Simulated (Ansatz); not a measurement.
# Ag+ with H₂O: superposition error and deformation

Aim: split the binding of a pair into the counterpoise interaction, the basis-set superposition error and the cost of deforming the fragments.

Method: PBE0-D4 structures, single points in def2-TZVPPD; program: Ansatz 0.2.0, Gaussian basis.

Levels: PBE-D4, revPBE-D4, BLYP-D4, r2SCAN-D4, B97M-V, PBE0-D4, B3LYP-D4, HSE06-D4, wB97X-V, wB97M-V, B2PLYP, Hartree-Fock, MP2, CCSD, CCSD(T).

Cores are frozen in the correlated methods. Filled d shells of the heavier atoms are correlated. Core potentials replace the inner electrons past krypton, and spin-orbit coupling is left out. B3LYP uses VWN-RPA correlation. B2PLYP carries no dispersion term here.

129 further runs of the same task are left out: 129 set aside as unsound or not needed.

## Step 1: The system as given

The relaxed pair: 4 atoms, charge 1, spin multiplicity 1.

Atoms are counted from 1 here; the program's logs count them from 0.

Bond lengths: Ag1–O2 2.213 Å, O2–H3 0.963 Å, O2–H4 0.963 Å. Angles: Ag1–O2–H3 126.2°, Ag1–O2–H4 126.2°, H3–O2–H4 107.6°.

Coordinates:

```xyz
4
charge 1, multiplicity 1
Ag   -0.0670   -0.0238   -1.9428
O     0.0090    0.0031    0.2687
H    -0.5383    0.5416    0.8501
H     0.5962   -0.5209    0.8240
```

Atoms 1 to 1 are fragment A (Ag+), the rest fragment B (H₂O). From earlier runs, pair energy (eV) and counterpoise interaction (kJ/mol):

| method | E(pair) | interaction |
| --- | --- | --- |
| PBE-D4 | -6071.55076 | -136.86 |
| revPBE-D4 | -6074.57711 | -124.56 |
| BLYP-D4 | -6072.28325 | -134.71 |
| r2SCAN-D4 | -6073.75656 | -140.77 |
| B97M-V | -6072.60178 | -133.39 |
| PBE0-D4 | -6071.32233 | -129.15 |
| B3LYP-D4 | -6075.13305 | -130.91 |
| HSE06-D4 | -6071.20451 | -128.82 |
| wB97X-V | -6072.27411 | -126.13 |
| wB97M-V | -6071.25955 | -125.40 |
| B2PLYP | -6070.05320 | -123.98 |
| MP2 | -6064.66306 | -119.64 |
| CCSD(T) | -6064.72403 | -115.53 |

First each fragment is run alone in its own basis, frozen in the shape it has in the pair (a, b).

## Step 2: wB97X-V/def2-TZVPPD

a/in.yaml reads:

```yaml
crystal:
  periodic: [false, false, false]
  atoms:
    - {symbol: Ag, position_ang: [-0.066988, -0.023814, -1.942780]}
basis:
  gaussian: {orbitals: "def2-TZVPPD.json"}
total_charge: 1
hamiltonian: {xc: {name: wB97X-V}}
```

b/in.yaml reads:

```yaml
crystal:
  periodic: [false, false, false]
  atoms:
    - {symbol: O, position_ang: [0.009044, 0.003088, 0.268741]}
    - {symbol: H, position_ang: [-0.538317, 0.541618, 0.850109]}
    - {symbol: H, position_ang: [0.596161, -0.520891, 0.824030]}
basis:
  gaussian: {orbitals: "def2-TZVPPD.json"}
hamiltonian: {xc: {name: wB97X-V}}
```

The basis file named in the input lies beside it (Basis Set Exchange, JSON).

The same command starts each run, in its folder.

Started as:

```
$ ansatz run in.yaml --threads 2 --pin off --events-out ev --progress --plain --max-ram 5222MiB
```

a printed:

```text
Functional definition: wB97X-V
  name "wB97X-V"
  cite "Mardirossian & Head-Gordon, Phys. Chem. Chem. Phys. 16, 9904 (2014) doi:10.1039/C3CP54374A"
  cite "Becke, J. Chem. Phys. 107, 8554 (1997) doi:10.1063/1.475007"
  cite "Vydrov & Van Voorhis, J. Chem. Phys. 133, 244103 (2010) doi:10.1063/1.3521275"
  parameter omega = 0.3/bohr
  parameter cx = 0.167
  parameter cx1 = 0.603
  parameter cx2 = 1.194
  parameter css0 = 0.556
  parameter css1 = -0.257
  parameter cos0 = 1.219
  parameter cos1 = -1.850
  parameter b = 6.0
  parameter c = 0.01
  exchange = spin_sum(e_x_unif_sr(omega)*poly(b97_u_x, 1 - cx, cx1, cx2)) + cx*exact_x_sr(omega) + exact_x_lr(omega)
  correlation = spin_sum(e_c_pw_same_spin*poly(b97_u_same, css0, css1))
      + integral(e_c_pw_opposite_spin*poly(b97_u_opposite, cos0, cos1)) + vv10(b, c)
362 factors; their error is unknown
69 factors; integrals over basis functions are off by at most 2.3e-5 eV
mean field evaluation 1: about -3982.2798 eV, gradient 8.4e1 eV
mean field evaluation 2: about -3981.8097 eV, gradient 9.2e1 eV
mean field evaluation 4: about -3990.9912 eV, gradient 3.4e-1 eV
mean field evaluation 8: about -3991.0098 eV, gradient 1.8e-4 eV
mean field -3991.00975581 eV, -146.6669033224 hartree, gradient 1.9e-5 eV, S^2 0.000000; 0 other end points of the search recorded, 0 dependent functions left out
reference -3991.00975513 eV, -146.6669032973 hartree; 9, 9 occupied and 47, 47 virtual orbitals, 362 factors
Total energy: -3991.00975513 eV, -146.6669032973 hartree
```

Log of b:

```text
[... 17 set-up lines as earlier in the session ...]
      + integral(e_c_pw_opposite_spin*poly(b97_u_opposite, cos0, cos1)) + vv10(b, c)
302 factors; their error is unknown
104 factors; integrals over basis functions are off by at most 3.0e-5 eV
mean field evaluation 1: about -2076.8849 eV, gradient 4.4e1 eV
mean field evaluation 2: about -2076.3834 eV, gradient 4.9e1 eV
mean field evaluation 4: about -2079.9508 eV, gradient 2.8e-1 eV
mean field evaluation 8: about -2079.9547 eV, gradient 2.2e-2 eV
mean field -2079.95466153 eV, -76.4369239674 hartree, gradient 3.1e-5 eV, S^2 0.000000; 0 other end points of the search recorded, 0 dependent functions left out
reference -2079.95465961 eV, -76.4369238967 hartree; 5, 5 occupied and 69, 69 virtual orbitals, 302 factors
Total energy: -2079.95465961 eV, -76.4369238967 hartree
```

Times: 1.1 s (a), 0.9 s (b) on 2 threads of Arm Neoverse V1, shared host.

## Step 3: wB97M-V/def2-TZVPPD

Each input of step 2 (a, b) changes in the same lines:

```diff
-hamiltonian: {xc: {name: wB97X-V}}
+hamiltonian: {xc: {name: wB97M-V}}
```

The same command starts each run, in its folder.

Started as:

```
$ ansatz run in.yaml --threads 2 --pin off --events-out ev --progress --plain --max-ram 5222MiB
```

a printed:

```text
Functional definition: wB97M-V
  name "wB97M-V"
  cite "Mardirossian & Head-Gordon, J. Chem. Phys. 144, 214110 (2016) doi:10.1063/1.4952647"
[... 2 set-up lines as earlier in the session ...]
  # Of w^i u^j: cxij and so on, Table III.
[... 1 set-up line as earlier in the session ...]
  parameter cx = 0.15
  parameter cx01 = 1.007
  parameter cx10 = 0.259
  parameter css00 = 0.443
  parameter css04 = -1.437
  parameter css10 = -4.535
  parameter css20 = -3.390
  parameter css43 = 4.278
  parameter cos00 = 1.000
  parameter cos10 = 1.358
  parameter cos20 = 2.924
  parameter cos21 = -8.812
  parameter cos60 = -1.390
  parameter cos61 = 9.142
[... 2 set-up lines as earlier in the session ...]
  gx(w, u) = 1 - cx + cx01*u + cx10*w
  gss(w, u) = css00 + css04*u^4 + css10*w + css20*w^2 + css43*w^4*u^3
  gos(w, u) = cos00 + cos10*w + (cos20 + cos21*u)*w^2 + (cos60 + cos61*u)*w^6
  exchange = spin_sum(e_x_unif_sr(omega)*gx(b97_w, b97_u_x)) + cx*exact_x_sr(omega) + exact_x_lr(omega)
  correlation = spin_sum(e_c_pw_mod_same_spin*gss(b97_w, b97_u_same))
      + integral(e_c_pw_mod_opposite_spin*gos(b97_w_opposite, b97_u_opposite)) + vv10(b, c)
357 factors; their error is unknown
69 factors; integrals over basis functions are off by at most 2.3e-5 eV
mean field evaluation 1: about -3981.2186 eV, gradient 8.4e1 eV
mean field evaluation 2: about -3980.2247 eV, gradient 9.4e1 eV
mean field evaluation 4: about -3990.0065 eV, gradient 2.3e-1 eV
mean field evaluation 8: about -3990.0230 eV, gradient 1.8e-4 eV
mean field -3990.02301799 eV, -146.6306413764 hartree, gradient 1.7e-5 eV, S^2 0.000000; 0 other end points of the search recorded, 0 dependent functions left out
reference -3990.02303441 eV, -146.6306419796 hartree; 9, 9 occupied and 47, 47 virtual orbitals, 357 factors
Total energy: -3990.02303441 eV, -146.6306419796 hartree
```

Output in b:

```text
[... 5 set-up lines as earlier in the session ...]
  # Of w^i u^j: cxij and so on, Table III.
[... 17 set-up lines as earlier in the session ...]
  gx(w, u) = 1 - cx + cx01*u + cx10*w
  gss(w, u) = css00 + css04*u^4 + css10*w + css20*w^2 + css43*w^4*u^3
  gos(w, u) = cos00 + cos10*w + (cos20 + cos21*u)*w^2 + (cos60 + cos61*u)*w^6
[... 2 set-up lines as earlier in the session ...]
      + integral(e_c_pw_mod_opposite_spin*gos(b97_w_opposite, b97_u_opposite)) + vv10(b, c)
302 factors; their error is unknown
104 factors; integrals over basis functions are off by at most 3.0e-5 eV
mean field evaluation 1: about -2076.7652 eV, gradient 4.4e1 eV
mean field evaluation 2: about -2076.0165 eV, gradient 5.1e1 eV
mean field evaluation 4: about -2079.9315 eV, gradient 2.8e-1 eV
mean field evaluation 8: about -2079.9342 eV, gradient 2.1e-2 eV
mean field -2079.93420256 eV, -76.4361721141 hartree, gradient 5.1e-6 eV, S^2 0.000000; 0 other end points of the search recorded, 0 dependent functions left out
reference -2079.93425003 eV, -76.4361738587 hartree; 5, 5 occupied and 69, 69 virtual orbitals, 302 factors
Total energy: -2079.93425003 eV, -76.4361738587 hartree
```

They took 1.4 s (a), 0.9 s (b) on 2 threads of Arm Neoverse V1, shared host.

## Step 4: B2PLYP/def2-TZVPPD

The same edit goes into each in.yaml of step 3 (a, b):

```diff
-hamiltonian: {xc: {name: wB97M-V}}
+hamiltonian: {xc: {name: B2PLYP}}
```

Each run has its own folder and the same command.

Started as:

```
$ ansatz run in.yaml --threads 2 --pin off --events-out ev --progress --plain --max-ram 5222MiB
```

Log of a:

```text
Functional definition: B2PLYP
  name "B2PLYP"
  cite "Grimme, J. Chem. Phys. 124, 034108 (2006) doi:10.1063/1.2148954"
  cite "Becke, Phys. Rev. A 38, 3098 (1988) doi:10.1103/PhysRevA.38.3098"
  cite "Lee, Yang & Parr, Phys. Rev. B 37, 785 (1988) doi:10.1103/PhysRevB.37.785"
  parameter a = 0.53
  parameter c = 0.27
  exchange = (1 - a)*b88_x + a*exact_x
  correlation = (1 - c)*lyp_c + c*(mp2_os + mp2_ss)
395 factors; integrals over basis functions are off by at most 2.0e-4 eV
mean field evaluation 1: about -3975.9144 eV, gradient 8.2e1 eV
mean field evaluation 2: about -3975.9140 eV, gradient 8.2e1 eV
mean field evaluation 4: about -3984.2346 eV, gradient 8.3e-1 eV
mean field evaluation 8: about -3984.2332 eV, gradient 1.1e-2 eV
mean field -3984.23320043 eV, -146.4178695057 hartree, gradient 5.3e-6 eV, S^2 0.000000; 0 other end points of the search recorded, 0 dependent functions left out
reference -3984.23326793 eV, -146.4178719862 hartree; 9, 9 occupied and 47, 47 virtual orbitals, 395 factors
second order -18.96427897 eV of doubles, -0.00000000 eV of singles
Total energy: -3989.35362325 eV, -146.6060415735 hartree
```

Log of b:

```text
[... 9 set-up lines as earlier in the session ...]
427 factors; integrals over basis functions are off by at most 1.1e-3 eV
mean field evaluation 1: about -2074.0433 eV, gradient 4.4e1 eV
mean field evaluation 2: about -2074.0441 eV, gradient 4.4e1 eV
mean field evaluation 4: about -2077.0843 eV, gradient 1.3e0 eV
mean field evaluation 8: about -2077.0881 eV, gradient 6.4e-3 eV
mean field -2077.08809806 eV, -76.3315797030 hartree, gradient 7.0e-6 eV, S^2 0.000000; 0 other end points of the search recorded, 0 dependent functions left out
1 core orbitals not correlated: weight in the atoms' cores, before any rotation towards them, 1.000 or more for the frozen orbitals, at most 0.000 for the correlated occupied ones
reference -2077.08821451 eV, -76.3315839823 hartree; 4, 4 occupied and 69, 69 virtual orbitals, 427 factors
second order -8.53010692 eV of doubles, -0.00000000 eV of singles
Total energy: -2079.39134338 eV, -76.4162224071 hartree
```

They took 0.7 s (a), 0.5 s (b) on 2 threads of Arm Neoverse V1, shared host.

## Step 5: B97M-V/def2-TZVPPD

Each input of step 4 (a, b) changes in the same lines:

```diff
-hamiltonian: {xc: {name: B2PLYP}}
+hamiltonian: {xc: {name: B97M-V}}
```

One command serves all of them, each in its own folder.

Started as:

```
$ ansatz run in.yaml --threads 2 --pin off --events-out ev --progress --plain --max-ram 5222MiB
```

Output in a:

```text
Functional definition: B97M-V
  name "B97M-V"
  cite "Mardirossian & Head-Gordon, J. Chem. Phys. 142, 074111 (2015) doi:10.1063/1.4907719"
[... 2 set-up lines as earlier in the session ...]
  # Of w^i u^j: cxij and so on, Table III.
  parameter cx00 = 1.000
  parameter cx01 = 1.308
  parameter cx02 = 1.901
  parameter cx10 = 0.416
  parameter cx11 = 3.070
  parameter css00 = 1.000
  parameter css02 = -1.855
  parameter css10 = -5.668
  parameter css32 = -20.497
  parameter css42 = -20.364
[... 1 set-up line as earlier in the session ...]
  parameter cos01 = 1.573
  parameter cos03 = -6.298
  parameter cos10 = 2.535
  parameter cos32 = -6.427
[... 2 set-up lines as earlier in the session ...]
  gx(w, u) = cx00 + cx01*u + cx02*u^2 + (cx10 + cx11*u)*w
  gss(w, u) = css00 + css02*u^2 + css10*w + (css32*w^3 + css42*w^4)*u^2
  gos(w, u) = cos00 + cos01*u + cos03*u^3 + cos10*w + cos32*w^3*u^2
  exchange = spin_sum(e_x_unif_s*gx(b97_w, b97_u_x))
[... 1 set-up line as earlier in the session ...]
      + integral(e_c_pw_mod_opposite_spin*gos(b97_w_opposite, b97_u_opposite)) + vv10(b, c)
344 factors; their error is unknown
mean field evaluation 1: about -3980.2593 eV, gradient 9.3e1 eV
mean field evaluation 2: about -3925.0834 eV, gradient 2.0e2 eV
mean field evaluation 4: about -3991.2109 eV, gradient 7.4e-1 eV
mean field evaluation 8: about -3991.2114 eV, gradient 1.1e-3 eV
mean field -3991.21138221 eV, -146.6743129561 hartree, gradient 4.7e-6 eV, S^2 0.000000; 0 other end points of the search recorded, 0 dependent functions left out
reference -3991.21140216 eV, -146.6743136891 hartree; 9, 9 occupied and 47, 47 virtual orbitals, 344 factors
Total energy: -3991.21140216 eV, -146.6743136891 hartree
```

b printed:

```text
[... 5 set-up lines as earlier in the session ...]
  # Of w^i u^j: cxij and so on, Table III.
[... 17 set-up lines as earlier in the session ...]
  gx(w, u) = cx00 + cx01*u + cx02*u^2 + (cx10 + cx11*u)*w
  gss(w, u) = css00 + css02*u^2 + css10*w + (css32*w^3 + css42*w^4)*u^2
  gos(w, u) = cos00 + cos01*u + cos03*u^3 + cos10*w + cos32*w^3*u^2
[... 2 set-up lines as earlier in the session ...]
      + integral(e_c_pw_mod_opposite_spin*gos(b97_w_opposite, b97_u_opposite)) + vv10(b, c)
302 factors; their error is unknown
mean field evaluation 1: about -2075.3779 eV, gradient 5.3e1 eV
mean field evaluation 2: about -2060.6935 eV, gradient 1.0e2 eV
mean field evaluation 4: about -2080.0037 eV, gradient 7.5e-1 eV
mean field evaluation 8: about -2080.0051 eV, gradient 2.3e-1 eV
mean field -2080.00515445 eV, -76.4387795480 hartree, gradient 4.2e-5 eV, S^2 0.000000; 0 other end points of the search recorded, 0 dependent functions left out
reference -2080.00521238 eV, -76.4387816768 hartree; 5, 5 occupied and 69, 69 virtual orbitals, 302 factors
Total energy: -2080.00521238 eV, -76.4387816768 hartree
```

Times: 1.1 s (a), 0.9 s (b) on 2 threads of Arm Neoverse V1, shared host.

## Step 6: CCSD(T)/def2-TZVPPD

The same edit goes into each in.yaml of step 5 (a, b):

```diff
-hamiltonian: {xc: {name: B97M-V}}
+correlation: {method: ccsd_t}
```

The same command starts each run, in its folder.

Started as:

```
$ ansatz run in.yaml --threads 2 --pin off --events-out ev --progress --plain --max-ram 5222MiB
```

a printed:

```text
Functional definition: HF
  name "HF"
  cite "Fock, Z. Phys. 61, 126 (1930) doi:10.1007/BF01340294"
  parent pbe
  exchange = exact_x
  correlation = 0
395 factors; integrals over basis functions are off by at most 2.0e-4 eV
mean field evaluation 1: about -3963.3719 eV, gradient 7.3e1 eV
mean field evaluation 2: about -3963.3722 eV, gradient 7.3e1 eV
mean field evaluation 4: about -3969.6874 eV, gradient 3.3e-1 eV
mean field evaluation 8: about -3969.6865 eV, gradient 7.2e-6 eV
mean field evaluation 16: about -3969.6865 eV, gradient 8.8e-2 eV
mean field -3969.68647865 eV, -145.8832873401 hartree, gradient 2.5e-7 eV, S^2 0.000000; 0 other end points of the search recorded, 0 dependent functions left out
reference -3969.68647865 eV, -145.8832873401 hartree; 9, 9 occupied and 47, 47 virtual orbitals, 395 factors
second order -16.71325402 eV of doubles, -0.00000000 eV of singles
cycle   1  -15.76527841 eV  change    9.5e-1 eV  update   5.8e-2
cycle   2  -16.01359257 eV  change   -2.5e-1 eV  update   1.6e-2
cycle   3  -16.05996437 eV  change   -4.6e-2 eV  update   3.6e-3
cycle   4  -16.05044661 eV  change    9.5e-3 eV  update   6.5e-4
cycle   5  -16.05025926 eV  change    1.9e-4 eV  update   1.4e-4
cycle   6  -16.05026467 eV  change   -5.4e-6 eV  update   2.0e-5
perturbative correction -0.39627891 eV, -0.0145629812 hartree
Total energy: -3986.13302223 eV, -146.4876866688 hartree
```

Output in b:

```text
[... 6 set-up lines as earlier in the session ...]
427 factors; integrals over basis functions are off by at most 1.1e-3 eV
mean field evaluation 1: about -2067.9985 eV, gradient 3.3e1 eV
mean field evaluation 2: about -2067.9985 eV, gradient 3.3e1 eV
mean field evaluation 4: about -2069.7812 eV, gradient 1.4e0 eV
mean field evaluation 8: about -2069.7888 eV, gradient 4.2e-5 eV
mean field evaluation 16: about -2069.7883 eV, gradient 3.2e-1 eV
mean field -2069.78880263 eV, -76.0633355433 hartree, gradient 1.3e-6 eV, S^2 0.000000; 0 other end points of the search recorded, 0 dependent functions left out
1 core orbitals not correlated: weight in the atoms' cores, before any rotation towards them, 1.000 or more for the frozen orbitals, at most 0.000 for the correlated occupied ones
reference -2069.78880263 eV, -76.0633355433 hartree; 4, 4 occupied and 69, 69 virtual orbitals, 427 factors
second order -7.17216768 eV of doubles, -0.00000000 eV of singles
cycle   1  -7.15303310 eV  change    1.9e-2 eV  update   4.8e-2
cycle   2  -7.28745673 eV  change   -1.3e-1 eV  update   1.3e-2
cycle   3  -7.32185413 eV  change   -3.4e-2 eV  update   6.2e-3
cycle   4  -7.31807057 eV  change    3.8e-3 eV  update   1.2e-3
cycle   5  -7.31796095 eV  change    1.1e-4 eV  update   4.8e-4
cycle   6  -7.31804663 eV  change   -8.6e-5 eV  update   1.2e-4
cycle   7  -7.31799170 eV  change    5.5e-5 eV  update   4.1e-5
cycle   8  -7.31798554 eV  change    6.2e-6 eV  update   1.1e-5
cycle   9  -7.31798416 eV  change    1.4e-6 eV  update   3.1e-6
perturbative correction -0.22026232 eV, -0.0080944908 hartree
Total energy: -2077.32704910 eV, -76.3403609915 hartree
```

Wall times: 0.5 s (a), 0.5 s (b) on 2 threads of Arm Neoverse V1, shared host.

## Step 7: Relaxing H₂O alone

relax-b/in.yaml reads:

```yaml
crystal:
  periodic: [false, false, false]
  atoms:
    - {symbol: O, position_ang: [0.009044, 0.003088, 0.268741]}
    - {symbol: H, position_ang: [-0.538317, 0.541618, 0.850109]}
    - {symbol: H, position_ang: [0.596161, -0.520891, 0.824030]}
basis:
  gaussian: {orbitals: def2-TZVP}
hamiltonian: {xc: pbe0, dispersion: d4}
relax: {f_tol: 0.005, max_steps: 200}
```

Started as:

```
$ ansatz run in.yaml --threads 2 --pin off --events-out ev --progress --plain --max-ram 5222MiB
```

The program printed:

```text
Functional definition: PBE0
  name "PBE0"
  cite "Adamo & Barone, J. Chem. Phys. 110, 6158 (1999) doi:10.1063/1.478522"
  cite "Perdew, Burke & Ernzerhof, Phys. Rev. Lett. 77, 3865 (1996) doi:10.1103/PhysRevLett.77.3865"
[... 1 set-up line as earlier in the session ...]
  parameter a = 0.25
  parameter kappa = 0.804
  parameter beta = 0.06672455060314922
  exchange = (1 - a)*pbe_x(kappa = kappa, mu = beta*pi^2/3) + a*exact_x
  correlation = pbe_c(beta = beta)
239 factors; their error is unknown
mean field evaluation 1: about -2074.4094 eV, gradient 5.0e1 eV
mean field evaluation 2: about -2069.5706 eV, gradient 7.3e1 eV
mean field evaluation 4: about -2078.3239 eV, gradient 1.7e-1 eV
mean field evaluation 8: about -2078.3277 eV, gradient 2.5e-1 eV
mean field -2078.32773622 eV, -76.3771355651 hartree, gradient 1.2e-5 eV, S^2 0.000000; 0 other end points of the search recorded, 0 dependent functions left out
the calculation of the forces begins
reference -2078.32775020 eV, -76.3771360787 hartree; 5, 5 occupied and 38, 38 virtual orbitals, 239 factors
relax step   1: F+E_penalty+E_count = -2078.33198830 eV  Δ(F+E_penalty+E_count) = +0.000e0 eV  max|allowed force component| = 2.382e-1 eV/Å  Δτ_max = 0.0000 Å  (22 SCF iters, accepted)
these checks for a lower state are left out or cut short: starts, cluster_reference, orbital_swaps, neighbouring_geometries, increment
239 factors; their error is unknown
mean field evaluation 16: about -2078.3276 eV, gradient 6.2e-1 eV
mean field -2078.33183416 eV, -76.3772861614 hartree, gradient 1.2e-5 eV, S^2 0.000000; 0 other end points of the search recorded, 0 dependent functions left out
the calculation of the forces begins
reference -2078.33184810 eV, -76.3772866737 hartree; 5, 5 occupied and 38, 38 virtual orbitals, 239 factors
relax step   2: F+E_penalty+E_count = -2078.33608144 eV  Δ(F+E_penalty+E_count) = -4.093e-3 eV  max|allowed force component| = 1.343e-1 eV/Å  Δτ_max = 0.0090 Å  (27 SCF iters, accepted)
these checks for a lower state are left out or cut short: starts, cluster_reference, orbital_swaps, neighbouring_geometries, increment
239 factors; their error is unknown
mean field -2078.33305526 eV, -76.3773310359 hartree, gradient 1.2e-5 eV, S^2 0.000000; 0 other end points of the search recorded, 0 dependent functions left out
the calculation of the forces begins
reference -2078.33306924 eV, -76.3773315499 hartree; 5, 5 occupied and 38, 38 virtual orbitals, 239 factors
relax step   3: F+E_penalty+E_count = -2078.33730867 eV  Δ(F+E_penalty+E_count) = -1.227e-3 eV  max|allowed force component| = 4.291e-2 eV/Å  Δτ_max = 0.0071 Å  (27 SCF iters, accepted)
these checks for a lower state are left out or cut short: starts, cluster_reference, orbital_swaps, neighbouring_geometries, increment
239 factors; their error is unknown
mean field evaluation 32: about -2078.3294 eV, gradient 2.6e-1 eV
mean field -2078.33307686 eV, -76.3773318299 hartree, gradient 1.2e-5 eV, S^2 0.000000; 0 other end points of the search recorded, 0 dependent functions left out
the calculation of the forces begins
reference -2078.33309086 eV, -76.3773323445 hartree; 5, 5 occupied and 38, 38 virtual orbitals, 239 factors
relax step   4: F+E_penalty+E_count = -2078.33733254 eV  Δ(F+E_penalty+E_count) = -2.387e-5 eV  max|allowed force component| = 2.696e-3 eV/Å  Δτ_max = 0.0008 Å  (27 SCF iters, accepted)
239 factors; their error is unknown
mean field -2078.33307686 eV, -76.3773318299 hartree, gradient 1.2e-5 eV, S^2 0.000000; 1 other end points of the search recorded, 0 dependent functions left out
the calculation of the forces begins
reference -2078.33309086 eV, -76.3773323445 hartree; 5, 5 occupied and 38, 38 virtual orbitals, 239 factors
Total energy: -2078.33734654 eV, -76.3774887379 hartree
Atom 0 at     0.008694     0.002960     0.258728 Å, force    -0.000094    -0.000035    -0.002696 eV/Å
Atom 1 at    -0.526657     0.530926     0.854852 Å, force    -0.001179     0.001165     0.001376 eV/Å
Atom 2 at     0.584851    -0.510070     0.829301 Å, force     0.001273    -0.001131     0.001320 eV/Å
Dipole moment:     0.015047     0.005507     0.430212 e Å
```

It took 1 s on 2 threads of Arm Neoverse V1, shared host.

The steps of the relaxation:

| step | energy from step 1 (eV) | largest force component (eV/Å) |
| --- | --- | --- |
| 1 | 0.0000 | 0.2382 |
| 2 | -0.0041 | 0.1343 |
| 3 | -0.0053 | 0.0429 |
| 4 | -0.0053 | 0.0027 |

Distances of close pairs at the start and the end, largest changes first:

| bond | before (Å) | after (Å) | change (Å) |
| --- | --- | --- | --- |
| O1–H2 | 0.963 | 0.960 | -0.004 |
| O1–H3 | 0.963 | 0.960 | -0.004 |

(Part 1 of 2 ends here.)
